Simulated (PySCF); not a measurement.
# A diatomic session: SiSn+, part 1 of 2

One job finds the state of SiSn+, follows it along the bond with each method and fits the curves.

Method: Si def2-SVPD, Sn def2-SVPD with ECP28, scalar-relativistic core potentials; program: PySCF 2.14.0.

**1. The job**

Settings of the job:

```yaml
atoms: Si, Sn
charge: 1
basis: Si def2-SVPD, Sn def2-SVPD with ECP28
Hamiltonian: scalar-relativistic core potentials
basis_functions: 56
electrons_treated: 35
masses_in_u: 27.9769, 119.9022
levels: PBE0, PBE, r²SCAN, M06-L, BLYP, B97-3, HSE06, HF, MP2, SCS-MP2, CCSD, CCSD(T)
grid: 80 radial by 434 angular points
occupations: held fixed by the projection of orbital angular momentum
dissociation_limit: Si + Sn+, each in its ground configuration
starting_distance_in_angstrom: 2.565
values_of_2S_to_try: 1, 3
```

On the command line:

```bash
> OMP_NUM_THREADS=1 python dia.py task.json out
```

After the search, every level is run at each distance in turn; below they are sorted by level.

**2. Which determinant to follow**

At the starting distance of 2.565 Å the search finds these solutions (others can lie among them):

```
2Ms+1   unpaired          term  E (eV)  ⟨S²⟩  ⟨Lz²⟩  μ (D)
    4  σ ↑, π ↑↑           ⁴Σ⁻    0.00  3.75   0.00  -1.94
    2  σ ↓, π ↑↑  not assigned    0.35  1.78   0.00  -1.95
    2  σ ↑, π ↑↓  not assigned    0.38  1.77   2.01  -2.00
    2        π ↑            ²Π    0.61  0.75   1.00  -2.26
    2        σ ↑  not assigned    1.02  0.77   2.00  -2.24
    2        π ↑            ²Π    1.66  0.93   1.02  -1.91
    4  σ ↑, π ↑↑  not assigned    2.04  3.76   2.01  -3.15
    4      π ↑↑↑            ⁴Π    2.58  3.76   1.01  -2.46
    4  π ↑↑, δ ↑            ⁴Δ    8.31  3.76   4.00  -2.21
```

9 of 11 solutions are listed, lowest first.

A term symbol stands only where ⟨S²⟩ and ⟨Lz²⟩ are near those of a pure state. A positive dipole points from Si to Sn; in an ion it is taken about the centre of mass and does not tell which atom is negative.

Followed over a short scan are these candidates:

```
2Ms+1   unpaired  R at minimum (Å)  energy at minimum (eV)
    4  σ ↑, π ↑↑              2.56                    0.00
    2  σ ↓, π ↑↑              2.55                    0.35
    2  σ ↑, π ↑↓              2.56                    0.38
    2        π ↑              2.76                    0.48
    2        σ ↑              2.59                    1.02
```

The search made 11 SCF attempts at the starting distance; with the short scans it took 14 s of wall time (1 thread, shared host).

**3. PBE0 along the bond**

State followed: ⁴Σ⁻ (quartet), unpaired electrons σ ↑, π ↑↑. The scan is laid around 2.558 Å.

Output of the SCF at 2.558 Å:

```text
******** <class 'pyscf.dft.uks_symm.SymAdaptedUKS'> ********
method = SymAdaptedUKS
initial guess = minao
damping factor = 0
level_shift factor = 0
DIIS = <class 'pyscf.scf.diis.CDIIS'>
diis_start_cycle = 1
diis_space = 10
diis_damp = 0
SCF conv_tol = 1e-09
SCF conv_tol_grad = None
SCF max_cycles = 60
direct_scf = False
max_memory 909 MB (current use 368 MB)
number electrons alpha = 19  beta = 16
XC library pyscf.dft.libxc version 7.0.0
    S. Lehtola, C. Steigemann, M. J.T. Oliveira, and M. A.L. Marques.,  SoftwareX 7, 1–5 (2018)
XC functionals = PBE0
    C. Adamo and V. Barone.,  J. Chem. Phys. 110, 6158 (1999)
    M. Ernzerhof and G. E. Scuseria.,  J. Chem. Phys. 110, 5029 (1999)
small_rho_cutoff = 0
Overwritten attributes  get_hcore get_k get_jk get_occ get_j  of <class 'pyscf.dft.uks_symm.SymAdaptedUKS'>
Set gradient conv threshold to 3.16228e-05
init E= -503.242063885707
cycle= 1 E= -503.239847765412  delta_E= 0.00222  |g|= 0.0017  |ddm|= 0.0065
cycle= 2 E= -503.239839962485  delta_E= 7.8e-06  |g|= 0.00303  |ddm|= 0.00998
cycle= 3 E= -503.239851190088  delta_E= -1.12e-05  |g|= 0.000351  |ddm|= 0.00695
cycle= 4 E= -503.239851316088  delta_E= -1.26e-07  |g|= 1.55e-05  |ddm|= 0.000699
cycle= 5 E= -503.239851316436  delta_E= -3.48e-10  |g|= 5.36e-06  |ddm|= 5.82e-05
Extra cycle  E= -503.239851316394  delta_E= 4.25e-11  |g|= 8.86e-06  |ddm|= 3.17e-05
converged SCF energy = -503.239851316394  <S^2> = 3.7518087  2S+1 = 4.0009043
```

The curve and what changes along it:

```
 R (Å)  E (eV)  μ (D)  Mulliken charge of Si (e)  Mayer bond order  ⟨S²⟩  HOMO (eV)  LUMO (eV)
2.1999  0.8008  -1.91                       0.19              1.86  3.75     -12.52      -9.48
2.3022  0.3476  -1.93                       0.18              1.80  3.75     -12.51      -9.30
2.4045  0.1039  -1.94                       0.16              1.75  3.75     -12.23      -9.28
2.4813  0.0205  -1.95                       0.16              1.72  3.75     -12.04      -9.26
2.5580  0.0000  -1.96                       0.16              1.69  3.75     -11.86      -9.24
2.6347  0.0268  -1.97                       0.16              1.66  3.75     -11.70      -9.20
2.7371  0.1153  -2.00                       0.17              1.63  3.75     -11.50      -9.15
2.8650  0.2809  -2.05                       0.19              1.61  3.75     -11.28      -9.07
3.0184  0.5226  -2.14                       0.21              1.58  3.75     -11.04      -8.96
3.2231  0.8679  -2.29                       0.25              1.56  3.75     -10.77      -8.79
```

Constants from the curve: Re = 2.549 Å, ωe = 314 cm⁻¹, ωexe = 1.12 cm⁻¹, αe = 0.000553 cm⁻¹, Be = 0.1144 cm⁻¹, De = 2.75 eV, μ = -1.96 D.

Orbitals nearest the gap at 2.558 Å:

```
spin  orbital  ε (eV)  filled               made of
   β        σ  -34.89     yes            Sn d 100 %
   β        π  -34.86     yes            Sn d 100 %
   β        π  -34.86     yes            Sn d 100 %
   α        σ  -20.72     yes  Si s 50 %, Sn s 40 %
   β        σ  -18.79     yes  Sn s 52 %, Si s 40 %
   α        σ  -17.11     yes  Sn s 47 %, Si s 44 %
   β        σ  -15.34     yes  Si s 53 %, Sn s 40 %
   α        σ  -12.44     yes  Si p 52 %, Sn p 37 %
   α        π  -11.86     yes  Si p 59 %, Sn p 37 %
   α        π  -11.86     yes  Si p 59 %, Sn p 37 %
   β        σ   -9.24      no  Si p 46 %, Sn p 43 %
   β        π   -8.82      no  Sn p 57 %, Si p 40 %
   α        π   -8.16      no  Sn p 57 %, Si p 40 %
   α        π   -8.16      no  Sn p 57 %, Si p 40 %
```

Polarisability there: 109.9 bohr³ along the bond, 49.3 across it.

**4. Fields at the reference distance**

The fields below are evaluated on a grid from the run's orbitals.

Frontier orbitals at PBE0 (alpha spin), with the share of their density that lies nearest to each atom:

```
orbital  energy (eV)             lies on
   HOMO       -11.86  Si1 60 %; Sn2 40 %
   LUMO        -8.16  Sn2 58 %; Si1 42 %
```

ELF in a plane through or near 2 of the atoms.

Values, 10 rows by 14 columns:
```
0.00 0.00 0.00 0.03 0.10 0.17 0.19 0.14 0.09 0.07 0.05 0.02 0.00 0.00
0.00 0.01 0.13 0.32 0.44 0.47 0.41 0.36 0.36 0.40 0.43 0.29 0.07 0.00
0.00 0.11 0.43 0.67 0.76 0.72 0.55 0.49 0.54 0.53 0.65 0.70 0.36 0.03
0.02 0.45 0.83 0.93 0.78 0.75 0.75 0.58 0.31 0.27 0.35 0.72 0.80 0.20
0.10 0.67 0.95 0.75 0.42 0.30 0.69 0.48 0.43 0.70 0.52 0.51 0.89 0.46
0.13 0.71 0.96 0.54 0.75 0.68 0.58 0.45 0.57 0.09 0.66 0.47 0.89 0.51
0.06 0.58 0.91 0.92 0.22 0.24 0.78 0.54 0.26 0.52 0.32 0.61 0.87 0.34
0.01 0.27 0.65 0.85 0.87 0.82 0.67 0.56 0.46 0.38 0.53 0.78 0.63 0.09
0.00 0.06 0.32 0.55 0.66 0.64 0.50 0.45 0.51 0.54 0.63 0.59 0.23 0.02
0.00 0.00 0.03 0.14 0.26 0.33 0.32 0.26 0.20 0.20 0.18 0.09 0.02 0.00
```
The map spans 7.8 Å across and 5.2 Å up, centred on the molecule. Atoms in the plane (x, y in Å): Si1 (-1.3, 0.0), Sn2 (1.3, 0.0).

On the surface of density 0.002 e/bohr³ the electrostatic potential runs, from the 1st to the 99th percentile, from 5.31 V near Si1 to 6.57 V near Sn2.

The spin density lies nearest to Si1 60 %; Sn2 40 %.

Core electrons inside the core potentials are missing from the density.

**5. Excited determinants**

State 2: Ms = 0.5 determinant of mixed spin (⟨S²⟩ = 1.78), unpaired electrons σ ↓, π ↑↑, an excited solution.

The SCF at the reference distance, 2.558 Å, printed:

```text
******** <class 'pyscf.dft.uks_symm.SymAdaptedUKS'> ********
method = SymAdaptedUKS
initial guess = minao
damping factor = 0
level_shift factor = 0
DIIS = <class 'pyscf.scf.diis.CDIIS'>
diis_start_cycle = 1
diis_space = 10
diis_damp = 0
SCF conv_tol = 1e-09
SCF conv_tol_grad = None
SCF max_cycles = 60
direct_scf = False
max_memory 909 MB (current use 426 MB)
number electrons alpha = 18  beta = 17
XC library pyscf.dft.libxc version 7.0.0
    S. Lehtola, C. Steigemann, M. J.T. Oliveira, and M. A.L. Marques.,  SoftwareX 7, 1–5 (2018)
XC functionals = PBE0
    C. Adamo and V. Barone.,  J. Chem. Phys. 110, 6158 (1999)
    M. Ernzerhof and G. E. Scuseria.,  J. Chem. Phys. 110, 5029 (1999)
small_rho_cutoff = 0
Set gradient conv threshold to 3.16228e-05
init E= -503.229418089225
cycle= 1 E= -503.227055806624  delta_E= 0.00236  |g|= 0.000943  |ddm|= 0.00528
cycle= 2 E= -503.227056499148  delta_E= -6.93e-07  |g|= 0.000626  |ddm|= 0.00341
cycle= 3 E= -503.22705683971  delta_E= -3.41e-07  |g|= 0.000162  |ddm|= 0.00143
cycle= 4 E= -503.227056865859  delta_E= -2.61e-08  |g|= 8.62e-05  |ddm|= 0.000532
cycle= 5 E= -503.227056874249  delta_E= -8.39e-09  |g|= 9.77e-06  |ddm|= 0.000176
cycle= 6 E= -503.227056874424  delta_E= -1.75e-10  |g|= 1.9e-06  |ddm|= 3.35e-05
Extra cycle  E= -503.227056874428  delta_E= -4.32e-12  |g|= 1.76e-06  |ddm|= 8.7e-06
converged SCF energy = -503.227056874428  <S^2> = 1.7753009  2S+1 = 2.8462613
```

Re = 2.540 Å, ωe = 320 cm⁻¹; the determinant mixes terms (⟨S²⟩ = 1.78, ⟨Lz²⟩ = 0.00), so these belong to no real state. Its minimum lies 0.35 eV above that of the lowest state.

State 3: Ms = 0.5 determinant of mixed spin (⟨S²⟩ = 1.77), unpaired electrons σ ↑, π ↑↓, an excited solution.

Log of the SCF at 2.558 Å:

```text
******** <class 'pyscf.dft.uks_symm.SymAdaptedUKS'> ********
method = SymAdaptedUKS
initial guess = minao
damping factor = 0
level_shift factor = 0
DIIS = <class 'pyscf.scf.diis.CDIIS'>
diis_start_cycle = 1
diis_space = 10
diis_damp = 0
SCF conv_tol = 1e-09
SCF conv_tol_grad = None
SCF max_cycles = 60
direct_scf = False
max_memory 909 MB (current use 427 MB)
number electrons alpha = 18  beta = 17
XC library pyscf.dft.libxc version 7.0.0
    S. Lehtola, C. Steigemann, M. J.T. Oliveira, and M. A.L. Marques.,  SoftwareX 7, 1–5 (2018)
XC functionals = PBE0
    C. Adamo and V. Barone.,  J. Chem. Phys. 110, 6158 (1999)
    M. Ernzerhof and G. E. Scuseria.,  J. Chem. Phys. 110, 5029 (1999)
small_rho_cutoff = 0
Set gradient conv threshold to 3.16228e-05
init E= -503.227992449801
cycle= 1 E= -503.225743055418  delta_E= 0.00225  |g|= 0.000926  |ddm|= 0.00508
cycle= 2 E= -503.225743330993  delta_E= -2.76e-07  |g|= 0.000815  |ddm|= 0.00359
cycle= 3 E= -503.225743909063  delta_E= -5.78e-07  |g|= 0.000369  |ddm|= 0.00224
cycle= 4 E= -503.225744073258  delta_E= -1.64e-07  |g|= 3.21e-05  |ddm|= 0.000824
cycle= 5 E= -503.22574407516  delta_E= -1.9e-09  |g|= 9.63e-06  |ddm|= 0.0001
cycle= 6 E= -503.225744075659  delta_E= -4.99e-10  |g|= 4.36e-06  |ddm|= 5.83e-05
Extra cycle  E= -503.225744075795  delta_E= -1.37e-10  |g|= 4.29e-06  |ddm|= 2.96e-05
converged SCF energy = -503.225744075795  <S^2> = 1.7659961  2S+1 = 2.8397155
```

Re = 2.554 Å, ωe = 313 cm⁻¹; the determinant mixes terms (⟨S²⟩ = 1.77, ⟨Lz²⟩ = 2.01), so these belong to no real state. Its minimum lies 0.38 eV above that of the lowest state.

State 4: ²Π (doublet), unpaired electrons π ↑, an excited solution.

Output of the SCF at 2.558 Å:

```text
******** <class 'pyscf.dft.uks_symm.SymAdaptedUKS'> ********
method = SymAdaptedUKS
initial guess = minao
damping factor = 0
level_shift factor = 0
DIIS = <class 'pyscf.scf.diis.CDIIS'>
diis_start_cycle = 1
diis_space = 10
diis_damp = 0
SCF conv_tol = 1e-09
SCF conv_tol_grad = None
SCF max_cycles = 60
direct_scf = False
max_memory 909 MB (current use 427 MB)
number electrons alpha = 18  beta = 17
XC library pyscf.dft.libxc version 7.0.0
    S. Lehtola, C. Steigemann, M. J.T. Oliveira, and M. A.L. Marques.,  SoftwareX 7, 1–5 (2018)
XC functionals = PBE0
    C. Adamo and V. Barone.,  J. Chem. Phys. 110, 6158 (1999)
    M. Ernzerhof and G. E. Scuseria.,  J. Chem. Phys. 110, 5029 (1999)
small_rho_cutoff = 0
Set gradient conv threshold to 3.16228e-05
init E= -503.218060568582
cycle= 1 E= -503.216926488273  delta_E= 0.00113  |g|= 0.000817  |ddm|= 0.00509
cycle= 2 E= -503.216926997084  delta_E= -5.09e-07  |g|= 0.00045  |ddm|= 0.00261
cycle= 3 E= -503.216927189377  delta_E= -1.92e-07  |g|= 9.36e-05  |ddm|= 0.00112
cycle= 4 E= -503.216927199388  delta_E= -1e-08  |g|= 2.7e-05  |ddm|= 0.000329
cycle= 5 E= -503.216927200122  delta_E= -7.34e-10  |g|= 4.66e-06  |ddm|= 6.41e-05
Extra cycle  E= -503.216927200147  delta_E= -2.52e-11  |g|= 2.29e-06  |ddm|= 1.9e-05
converged SCF energy = -503.216927200147  <S^2> = 0.75334758  2S+1 = 2.0033448
```

Re = 2.751 Å, ωe = 279.2 cm⁻¹, ωexe = 0.732 cm⁻¹, αe = 0.000379 cm⁻¹, Be = 0.09823 cm⁻¹, μ = -2.30 D. Its minimum lies 0.48 eV above that of the lowest state.

Energy (eV) from the lowest point of the lowest state:

```
R (Å)  lowest  state 2  state 3  state 4
2.200   0.801    1.123    1.205    2.311
2.302   0.348    0.676    0.744    1.549
2.405   0.104    0.440    0.495    1.043
2.481   0.020    0.362    0.408    0.790
2.558   0.000    0.348    0.384    0.624
2.635   0.027    0.381    0.408    0.525
2.737   0.115    0.477    0.493    0.477
2.865   0.281    0.651    0.655    0.514
3.018   0.523    0.900    0.891    0.655
3.223   0.868    1.248    1.231    0.934
```

**6. PBE (GGA)**

Log of the SCF at 2.558 Å:

```text
******** <class 'pyscf.dft.uks_symm.SymAdaptedUKS'> ********
method = SymAdaptedUKS
initial guess = minao
damping factor = 0
level_shift factor = 0
DIIS = <class 'pyscf.scf.diis.CDIIS'>
diis_start_cycle = 1
diis_space = 10
diis_damp = 0
SCF conv_tol = 1e-09
SCF conv_tol_grad = None
SCF max_cycles = 60
direct_scf = False
max_memory 909 MB (current use 427 MB)
number electrons alpha = 19  beta = 16
XC library pyscf.dft.libxc version 7.0.0
    S. Lehtola, C. Steigemann, M. J.T. Oliveira, and M. A.L. Marques.,  SoftwareX 7, 1–5 (2018)
XC functionals = PBE
    J. P. Perdew, K. Burke, and M. Ernzerhof.,  Phys. Rev. Lett. 77, 3865 (1996)
    J. P. Perdew, K. Burke, and M. Ernzerhof.,  Phys. Rev. Lett. 78, 1396 (1997)
    J. P. Perdew, K. Burke, and M. Ernzerhof.,  Phys. Rev. Lett. 77, 3865 (1996)
    J. P. Perdew, K. Burke, and M. Ernzerhof.,  Phys. Rev. Lett. 78, 1396 (1997)
small_rho_cutoff = 0
Set gradient conv threshold to 3.16228e-05
init E= -503.211773029648
cycle= 1 E= -503.212879792047  delta_E= -0.00111  |g|= 0.0137  |ddm|= 0.148
cycle= 2 E= -503.212585301127  delta_E= 0.000294  |g|= 0.0165  |ddm|= 0.0475
cycle= 3 E= -503.212495114821  delta_E= 9.02e-05  |g|= 0.0193  |ddm|= 0.0705
cycle= 4 E= -503.212954123084  delta_E= -0.000459  |g|= 0.000516  |ddm|= 0.0373
cycle= 5 E= -503.212954345054  delta_E= -2.22e-07  |g|= 0.000175  |ddm|= 0.00138
cycle= 6 E= -503.212954382074  delta_E= -3.7e-08  |g|= 2.23e-05  |ddm|= 0.000395
cycle= 7 E= -503.21295438267  delta_E= -5.95e-10  |g|= 4.6e-06  |ddm|= 6.44e-05
Extra cycle  E= -503.21295438259  delta_E= 7.99e-11  |g|= 9.54e-06  |ddm|= 2.97e-05
converged SCF energy = -503.21295438259  <S^2> = 3.7506459  2S+1 = 4.0003229
```

Re = 2.588 Å, ωe = 290.7 cm⁻¹, ωexe = 1.18 cm⁻¹, αe = 0.000594 cm⁻¹, Be = 0.1110 cm⁻¹, De = 3.00 eV, μ = -2.08 D. 11 s of CPU time for 12 points, integrals apart.

**7. r²SCAN**

Output of the SCF at 2.558 Å:

```text
******** <class 'pyscf.dft.uks_symm.SymAdaptedUKS'> ********
method = SymAdaptedUKS
initial guess = minao
damping factor = 0
level_shift factor = 0
DIIS = <class 'pyscf.scf.diis.CDIIS'>
diis_start_cycle = 1
diis_space = 10
diis_damp = 0
SCF conv_tol = 1e-09
SCF conv_tol_grad = None
SCF max_cycles = 60
direct_scf = False
max_memory 909 MB (current use 427 MB)
number electrons alpha = 19  beta = 16
XC library pyscf.dft.libxc version 7.0.0
    S. Lehtola, C. Steigemann, M. J.T. Oliveira, and M. A.L. Marques.,  SoftwareX 7, 1–5 (2018)
XC functionals = R2SCAN
    J. W. Furness, A. D. Kaplan, J. Ning, J. P. Perdew, and J. Sun.,  J. Phys. Chem. Lett. 11, 8208-8215 (2020)
    J. W. Furness, A. D. Kaplan, J. Ning, J. P. Perdew, and J. Sun.,  J. Phys. Chem. Lett. 11, 9248-9248 (2020)
    J. W. Furness, A. D. Kaplan, J. Ning, J. P. Perdew, and J. Sun.,  J. Phys. Chem. Lett. 11, 8208-8215 (2020)
    J. W. Furness, A. D. Kaplan, J. Ning, J. P. Perdew, and J. Sun.,  J. Phys. Chem. Lett. 11, 9248-9248 (2020)
small_rho_cutoff = 0
Set gradient conv threshold to 3.16228e-05
init E= -503.405582126616
cycle= 1 E= -503.405836825303  delta_E= -0.000255  |g|= 0.0183  |ddm|= 0.152
cycle= 2 E= -503.401599263531  delta_E= 0.00424  |g|= 0.0596  |ddm|= 0.161
cycle= 3 E= -503.406312182486  delta_E= -0.00471  |g|= 0.00294  |ddm|= 0.12
cycle= 4 E= -503.406320725238  delta_E= -8.54e-06  |g|= 0.000566  |ddm|= 0.00606
cycle= 5 E= -503.406321235605  delta_E= -5.1e-07  |g|= 0.000225  |ddm|= 0.00213
cycle= 6 E= -503.406321333553  delta_E= -9.79e-08  |g|= 4.53e-05  |ddm|= 0.000881
cycle= 7 E= -503.406321340396  delta_E= -6.84e-09  |g|= 1.15e-05  |ddm|= 0.000306
cycle= 8 E= -503.406321340695  delta_E= -2.99e-10  |g|= 1.82e-06  |ddm|= 6.29e-05
Extra cycle  E= -503.406321340695  delta_E=    0  |g|= 2.02e-06  |ddm|= 8.53e-06
converged SCF energy = -503.406321340695  <S^2> = 3.7519246  2S+1 = 4.0009622
```

Re = 2.558 Å, ωe = 307 cm⁻¹, ωexe = 1.20 cm⁻¹, αe = 0.000583 cm⁻¹, Be = 0.1136 cm⁻¹, De = 2.91 eV, μ = -2.10 D. 21 s of CPU time for 12 points, integrals apart.

**8. M06-L**

The SCF at the reference distance, 2.558 Å, printed:

```text
******** <class 'pyscf.dft.uks_symm.SymAdaptedUKS'> ********
method = SymAdaptedUKS
initial guess = minao
damping factor = 0
level_shift factor = 0
DIIS = <class 'pyscf.scf.diis.CDIIS'>
diis_start_cycle = 1
diis_space = 10
diis_damp = 0
SCF conv_tol = 1e-09
SCF conv_tol_grad = None
SCF max_cycles = 60
direct_scf = False
max_memory 909 MB (current use 427 MB)
number electrons alpha = 19  beta = 16
XC library pyscf.dft.libxc version 7.0.0
    S. Lehtola, C. Steigemann, M. J.T. Oliveira, and M. A.L. Marques.,  SoftwareX 7, 1–5 (2018)
XC functionals = M06L
    Y. Zhao and D. G. Truhlar.,  J. Chem. Phys. 125, 194101 (2006)
    Y. Zhao and D. G. Truhlar.,  J. Chem. Phys. 125, 194101 (2006)
    Y. Zhao and D. G. Truhlar.,  Theor. Chem. Acc. 120, 215 (2008)
small_rho_cutoff = 0
Set gradient conv threshold to 3.16228e-05
init E= -503.505627438097
cycle= 1 E= -503.506113005418  delta_E= -0.000486  |g|= 0.0411  |ddm|= 0.43
cycle= 2 E= -503.481456048721  delta_E= 0.0247  |g|= 0.144  |ddm|= 0.384
cycle= 3 E= -503.508326764148  delta_E= -0.0269  |g|= 0.00298  |ddm|= 0.294
cycle= 4 E= -503.508333533618  delta_E= -6.77e-06  |g|= 0.00156  |ddm|= 0.00981
cycle= 5 E= -503.508336014113  delta_E= -2.48e-06  |g|= 0.000565  |ddm|= 0.00426
cycle= 6 E= -503.508336391299  delta_E= -3.77e-07  |g|= 6.96e-05  |ddm|= 0.00149
cycle= 7 E= -503.508336394878  delta_E= -3.58e-09  |g|= 2.12e-05  |ddm|= 0.000235
cycle= 8 E= -503.508336395524  delta_E= -6.46e-10  |g|= 3.59e-06  |ddm|= 6.69e-05
Extra cycle  E= -503.508336395438  delta_E= 8.63e-11  |g|= 8.76e-06  |ddm|= 2.53e-05
converged SCF energy = -503.508336395438  <S^2> = 3.7517205  2S+1 = 4.0008601
```

Re = 2.564 Å, ωe = 308 cm⁻¹, ωexe = 1.20 cm⁻¹, αe = 0.000573 cm⁻¹, Be = 0.1130 cm⁻¹, De = 2.98 eV, μ = -1.42 D.

**9. BLYP (GGA)**

Log of the SCF at 2.558 Å:

```text
******** <class 'pyscf.dft.uks_symm.SymAdaptedUKS'> ********
method = SymAdaptedUKS
initial guess = minao
damping factor = 0
level_shift factor = 0
DIIS = <class 'pyscf.scf.diis.CDIIS'>
diis_start_cycle = 1
diis_space = 10
diis_damp = 0
SCF conv_tol = 1e-09
SCF conv_tol_grad = None
SCF max_cycles = 60
direct_scf = False
max_memory 909 MB (current use 428 MB)
number electrons alpha = 19  beta = 16
XC library pyscf.dft.libxc version 7.0.0
    S. Lehtola, C. Steigemann, M. J.T. Oliveira, and M. A.L. Marques.,  SoftwareX 7, 1–5 (2018)
XC functionals = BLYP
    A. D. Becke.,  Phys. Rev. A 38, 3098 (1988)
    C. Lee, W. Yang, and R. G. Parr.,  Phys. Rev. B 37, 785 (1988)
    B. Miehlich, A. Savin, H. Stoll, and H. Preuss.,  Chem. Phys. Lett. 157, 200 (1989)
small_rho_cutoff = 0
Set gradient conv threshold to 3.16228e-05
init E= -503.318367796504
cycle= 1 E= -503.320260789748  delta_E= -0.00189  |g|= 0.017  |ddm|= 0.248
cycle= 2 E= -503.318228061854  delta_E= 0.00203  |g|= 0.0404  |ddm|= 0.104
cycle= 3 E= -503.320297554332  delta_E= -0.00207  |g|= 0.0137  |ddm|= 0.104
cycle= 4 E= -503.320488528717  delta_E= -0.000191  |g|= 0.00112  |ddm|= 0.0262
cycle= 5 E= -503.320489756536  delta_E= -1.23e-06  |g|= 0.000305  |ddm|= 0.00291
cycle= 6 E= -503.320489885037  delta_E= -1.29e-07  |g|= 3.61e-05  |ddm|= 0.00065
cycle= 7 E= -503.3204898862  delta_E= -1.16e-09  |g|= 7.86e-06  |ddm|= 0.000116
cycle= 8 E= -503.320489886287  delta_E= -8.64e-11  |g|= 1.09e-06  |ddm|= 2.12e-05
Extra cycle  E= -503.320489886284  delta_E= 2.39e-12  |g|= 1.66e-06  |ddm|= 5.41e-06
converged SCF energy = -503.320489886284  <S^2> = 3.7505452  2S+1 = 4.0002726
```

Re = 2.626 Å, ωe = 270.5 cm⁻¹, ωexe = 1.19 cm⁻¹, αe = 0.000620 cm⁻¹, Be = 0.1077 cm⁻¹, De = 2.77 eV, μ = -2.23 D. 7.1 s of CPU time for 12 points, integrals apart.

**10. B97-3**

Log of the SCF at 2.558 Å:

```text
******** <class 'pyscf.dft.uks_symm.SymAdaptedUKS'> ********
method = SymAdaptedUKS
initial guess = minao
damping factor = 0
level_shift factor = 0
DIIS = <class 'pyscf.scf.diis.CDIIS'>
diis_start_cycle = 1
diis_space = 10
diis_damp = 0
SCF conv_tol = 1e-09
SCF conv_tol_grad = None
SCF max_cycles = 60
direct_scf = False
max_memory 909 MB (current use 428 MB)
number electrons alpha = 19  beta = 16
XC library pyscf.dft.libxc version 7.0.0
    S. Lehtola, C. Steigemann, M. J.T. Oliveira, and M. A.L. Marques.,  SoftwareX 7, 1–5 (2018)
XC functionals = HYB_GGA_XC_B97_3
    T. W. Keal and D. J. Tozer.,  J. Chem. Phys. 123, 121103 (2005)
small_rho_cutoff = 0
Set gradient conv threshold to 3.16228e-05
init E= -503.369536490049
cycle= 1 E= -503.370200152531  delta_E= -0.000664  |g|= 0.00865  |ddm|= 0.19
cycle= 2 E= -503.369966714067  delta_E= 0.000233  |g|= 0.0162  |ddm|= 0.0552
cycle= 3 E= -503.370301452858  delta_E= -0.000335  |g|= 0.000904  |ddm|= 0.0355
cycle= 4 E= -503.370302000712  delta_E= -5.48e-07  |g|= 0.000267  |ddm|= 0.00423
cycle= 5 E= -503.37030209568  delta_E= -9.5e-08  |g|= 9.21e-05  |ddm|= 0.00188
cycle= 6 E= -503.37030210647  delta_E= -1.08e-08  |g|= 2.22e-05  |ddm|= 0.000385
cycle= 7 E= -503.370302107257  delta_E= -7.87e-10  |g|= 8.11e-06  |ddm|= 0.000106
Extra cycle  E= -503.370302107296  delta_E= -3.84e-11  |g|= 9.61e-06  |ddm|= 4.66e-05
converged SCF energy = -503.370302107296  <S^2> = 3.7523896  2S+1 = 4.0011946
```

Re = 2.570 Å, ωe = 306 cm⁻¹, ωexe = 1.10 cm⁻¹, αe = 0.000553 cm⁻¹, Be = 0.1125 cm⁻¹, De = 2.56 eV, μ = -1.78 D.

(Continued in part 2 of 2.)
